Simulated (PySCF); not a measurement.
**GeC: from the state search to spectroscopic constants**

One table from this session's results is given with a row withheld; the runs are named, their logs left out.

Method: Ge aug-cc-pVDZ-PP with ECP10, C aug-cc-pVDZ, scalar-relativistic core potentials; program: PySCF 2.14.0.

The first run:

The job is set up so:

```json
{"atoms": "Ge, C", "charge": "0", "basis": "Ge aug-cc-pVDZ-PP with ECP10, C aug-cc-pVDZ", "Hamiltonian": "scalar-relativistic core potentials", "basis functions": "55", "electrons treated": "28", "masses in u": "73.9212, 12.0000", "levels": "PBE0, PBE, r²SCAN, r²SCAN0, BP86, B97-3, ωB97X, HF, MP2, SCS-MP2", "grid": "80 radial by 434 angular points", "occupations": "held fixed by the projection of orbital angular momentum", "dissociation limit": "Ge + C, each in its ground configuration", "starting distance in angstrom": "1.870", "values of 2S to try": "0, 2, 4"}
```

Run with:

```
> OMP_NUM_THREADS=1 python dia.py task.json out
```

Steps of the session up to this table: The job; The PBE0 curve of the state that the search chose; Other states along the same grid; PBE; r²SCAN (meta-GGA); r²SCAN0 (hybrid meta-GGA); BP86 (GGA); B97-3 (global hybrid GGA); ωB97X; ROHF (mean field).

One table of the session follows, with a row left open; its other results are not shown here.

| level | Re (Å) | ωe (cm⁻¹) | De (eV) | μ (D) |
| --- | --- | --- | --- | --- |
| ROHF | 1.776 | 892 | 1.45 | -1.84 |
| ROHF-MP2 | 1.817 | 846 | 3.40 | n/a |
| ROHF-SCS-MP2 | 1.817 | 838 | 3.18 | n/a |
| PBE | 1.823 | 781 | 4.17 | -2.08 |
| BP86 | 1.825 | 776 | 4.14 | -2.08 |
| r²SCAN | 1.808 | 790 | 3.89 | -1.82 |
| PBE0 | 1.804 | 805 | 3.73 | -2.03 |
| r²SCAN0 | ? | ? | ? | ? |
| B97-3 | 1.812 | 797 | 3.66 | -2.18 |
| ωB97X | 1.798 | 807 | 3.72 | -2.04 |

Estimate the missing values for r²SCAN0.

As computed: Re (Å): 1.805; ωe (cm⁻¹): 769; De (eV): 3.55; μ (D): -1.75. In the column «Re (Å)» it lies between PBE0 (1.804) and r²SCAN (1.808).

De is counted to Ge + C in their ground configurations.
